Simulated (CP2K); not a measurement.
An input for CP2K 2026.2 (CuF3):

cuf3_scf.inp

```
&GLOBAL
  PROJECT cuf3_scf
  RUN_TYPE ENERGY_FORCE
  PRINT_LEVEL LOW
&END GLOBAL
&FORCE_EVAL
  METHOD QS
  STRESS_TENSOR ANALYTICAL
  &DFT
    BASIS_SET_FILE_NAME BASIS_MOLOPT
    POTENTIAL_FILE_NAME GTH_POTENTIALS
    UKS T
    MULTIPLICITY 1
    PLUS_U_METHOD LOWDIN
    &MGRID
      CUTOFF 800
      REL_CUTOFF 60
      NGRIDS 5
    &END MGRID
    &QS
      METHOD GPW
      EPS_DEFAULT 1.0E-9
    &END QS
    &SCF
      SCF_GUESS ATOMIC
      EPS_SCF 2.0E-5
      MAX_SCF 25
      &OT ON
        MINIMIZER DIIS
        PRECONDITIONER FULL_ALL
        ENERGY_GAP 0.002
      &END OT
      &OUTER_SCF ON
        EPS_SCF 2.0E-5
        MAX_SCF 5
      &END OUTER_SCF
    &END SCF
    &XC
      &XC_FUNCTIONAL PBE
      &END XC_FUNCTIONAL
    &END XC
    &PRINT
      &MULLIKEN ON
      &END MULLIKEN
      &MO_CUBES ON
        NHOMO 1
        NLUMO 4
        WRITE_CUBE F
      &END MO_CUBES
      &LOWDIN ON
      &END LOWDIN
      &HIRSHFELD ON
        SHAPE_FUNCTION DENSITY
      &END HIRSHFELD
      &E_DENSITY_CUBE ON
        STRIDE 2
      &END E_DENSITY_CUBE
      &V_HARTREE_CUBE ON
        STRIDE 2
      &END V_HARTREE_CUBE
      &ELF_CUBE ON
        STRIDE 2
      &END ELF_CUBE
    &END PRINT
  &END DFT
  &SUBSYS
    &CELL
      A 7.5295378600 0.0000000000 0.0000000000
      B 0.0000000000 3.7647689300 0.0000000000
      C 0.0000000000 0.0000000000 3.7647689300
      PERIODIC XYZ
      MULTIPLE_UNIT_CELL 1 1 1
    &END CELL
    &COORD
      SCALED
      Cu1 0.0000000000 0.0000000000 0.0000000000
      Cu2 0.5000000000 0.0000000000 0.0000000000
      F   0.2500000000 0.0000000000 0.0000000000
      F   0.7500000000 0.0000000000 0.0000000000
      F   0.0000000000 0.0000000000 0.5000000000
      F   0.5000000000 0.0000000000 0.5000000000
      F   0.0000000000 0.5000000000 0.0000000000
      F   0.5000000000 0.5000000000 0.0000000000
    &END COORD
    &TOPOLOGY
      MULTIPLE_UNIT_CELL 1 1 1
    &END TOPOLOGY
    &KIND Cu1
      ELEMENT Cu
      BASIS_SET DZVP-MOLOPT-SR-GTH-q11
      POTENTIAL GTH-PBE-q11
      MAGNETIZATION 2.0
      &DFT_PLUS_U
        L 2
        U_MINUS_J [eV] 6.0
        &ENFORCE_OCCUPATION ON
          NELEC 5 3
          ORBITALS 0 2 -2 1 -1
          MAX_SCF 12
          EPS_SCF 1.0E-12
          SMEAR F
        &END ENFORCE_OCCUPATION
      &END DFT_PLUS_U
    &END KIND
    &KIND Cu2
      ELEMENT Cu
      BASIS_SET DZVP-MOLOPT-SR-GTH-q11
      POTENTIAL GTH-PBE-q11
      MAGNETIZATION -2.0
      &DFT_PLUS_U
        L 2
        U_MINUS_J [eV] 6.0
        &ENFORCE_OCCUPATION ON
          NELEC 3 5
          ORBITALS 0 2 -2 1 -1
          MAX_SCF 12
          EPS_SCF 1.0E-12
          SMEAR F
        &END ENFORCE_OCCUPATION
      &END DFT_PLUS_U
    &END KIND
    &KIND F
      BASIS_SET DZVP-MOLOPT-SR-GTH-q7
      POTENTIAL GTH-PBE-q7
    &END KIND
    &PRINT
      &ATOMIC_COORDINATES ON
      &END ATOMIC_COORDINATES
      &CELL ON
      &END CELL
      &SYMMETRY ON
      &END SYMMETRY
    &END PRINT
  &END SUBSYS
  &PRINT
    &FORCES ON
    &END FORCES
    &STRESS_TENSOR ON
    &END STRESS_TENSOR
  &END PRINT
&END FORCE_EVAL
```

Potentials or basis: GTH_POTENTIALS Cu GTH-PBE-q11, F GTH-PBE-q7; DZVP-MOLOPT-SR-GTH basis.

Command:

```bash
$ OMP_NUM_THREADS=4 cp2k.psmp -i cuf3_scf.inp -o cuf3_scf.out
```

Task: How does this run end?

Result: The run stopped without a result. It printed:

cuf3_scf.out:

```text

 CP2K| version string:                                       CP2K version 2026.2
 CP2K| Input file name                                              cuf3_scf.inp

 GLOBAL| Force Environment number                                              1
 GLOBAL| Basis set file name                                        BASIS_MOLOPT
 GLOBAL| Potential file name                                      GTH_POTENTIALS
 GLOBAL| MM Potential file name                                     MM_POTENTIAL
 GLOBAL| Coordinate file name                                      __STD_INPUT__
 GLOBAL| Method name                                                        CP2K
[... 36 lines left out ...]
 *******************************************************************************
 *   ___                                                                       *
 *  /   \                                                                      *
 * [ABORT]                                                                     *
 *  \___/        Magnetization value cannot be imposed for this atom type      *
 *    |                                                                        *
 *  O/|                                                                        *
 * /| |                                                                        *
 * / \                                                    qs_kind_types.F:3524 *
 *******************************************************************************

 ===== Routine Calling Stack =====

            1 CP2K
```
